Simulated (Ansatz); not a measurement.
# C₂H₆Cl₂Ge: small, medium and large basis sets

An exercise on one series of results from a longer session: the logs are not shown, and one member is left open.

Method: one geometry, several basis sets; program: Ansatz 0.2.0, Gaussian basis.

The runs, in order: PBE0-D4/def2-SVP; ωB97M-V/def2-SVP; PBE0-D4/def2-QZVPP; ωB97M-V/def2-QZVPP; the functionals' def2-TZVPP values are taken from earlier runs.

**The relaxed structure**

An earlier PBE0-D4 in a triple-zeta def2 set relaxation fixed the geometry.

SMILES `[CH3][Ge]([CH3])([Cl])[Cl]`, 11 atoms, charge 0, spin multiplicity 1.

Atoms are counted from 1 here; the program's logs count them from 0.

Bond lengths: C1–Ge2 1.934 Å, C1–H6 1.091 Å, C1–H7 1.091 Å, C1–H8 1.089 Å, Ge2–C3 1.934 Å, Ge2–Cl4 2.158 Å, Ge2–Cl5 2.158 Å, C3–H9 1.089 Å, C3–H10 1.091 Å, C3–H11 1.091 Å. Angles: Ge2–C1–H6 109.7°, Ge2–C1–H7 109.7°, Ge2–C1–H8 109.3°, H6–C1–H7 109.6°, H6–C1–H8 109.3°, H7–C1–H8 109.3°, C1–Ge2–C3 117.8°, C1–Ge2–Cl4 108.0°, C1–Ge2–Cl5 108.0°, C3–Ge2–Cl4 108.0°, C3–Ge2–Cl5 108.0°, Cl4–Ge2–Cl5 106.6°, Ge2–C3–H9 109.3°, Ge2–C3–H10 109.7°, Ge2–C3–H11 109.7°, H9–C3–H10 109.3°, H9–C3–H11 109.3°, H10–C3–H11 109.6°.

The first run:

in.yaml

```yaml
crystal:
  periodic: [false, false, false]
  atoms:
    - {symbol: C, position_ang: [-1.621068, 0.281270, 0.421034]}
    - {symbol: Ge, position_ang: [0.008846, 0.038068, -0.590584]}
    - {symbol: C, position_ang: [1.629034, -0.350701, 0.390737]}
    - {symbol: Cl, position_ang: [-0.315488, -1.562198, -2.001564]}
    - {symbol: Cl, position_ang: [0.345725, 1.826299, -1.750623]}
    - {symbol: H, position_ang: [-1.845124, -0.627934, 0.980435]}
    - {symbol: H, position_ang: [-1.502649, 1.116150, 1.112940]}
    - {symbol: H, position_ang: [-2.441336, 0.494364, -0.263586]}
    - {symbol: H, position_ang: [2.455837, -0.463858, -0.309651]}
    - {symbol: H, position_ang: [1.504101, -1.276494, 0.953839]}
    - {symbol: H, position_ang: [1.847621, 0.468033, 1.077522]}
basis:
  gaussian: {orbitals: def2-SVP}
hamiltonian: {xc: pbe0, dispersion: d4}
output: {orbitals: {seedname: orbitals}}
```

Command:

```bash
> ansatz run in.yaml --threads 4 --pin off --events-out ev --progress --plain --max-ram 11315MiB
```

Steps of the session up to this table: PBE0-D4 in def2-SVP; ωB97M-V in def2-SVP; PBE0-D4 in def2-QZVPP; ωB97M-V in def2-QZVPP.

One table of the session follows, with a row left open; its other results are not shown here.

It belongs to the step «Functionals by basis». 

| functional | basis | HOMO (eV) | LUMO (eV) |
| --- | --- | --- | --- |
| PBE0-D4 | def2-SVP | ? | ? |
| PBE0-D4 | def2-TZVPP | -8.48 | 0.03 |
| PBE0-D4 | def2-QZVPP | -8.51 | -0.12 |
| ωB97M-V | def2-SVP | -10.53 | 2.59 |
| ωB97M-V | def2-TZVPP | -10.68 | 1.99 |
| ωB97M-V | def2-QZVPP | -10.72 | 1.35 |

**Question.** Estimate the row for PBE0-D4, def2-SVP.

The run gave: HOMO (eV): -8.35; LUMO (eV): 0.44. In the column «HOMO (eV)» it is the highest.
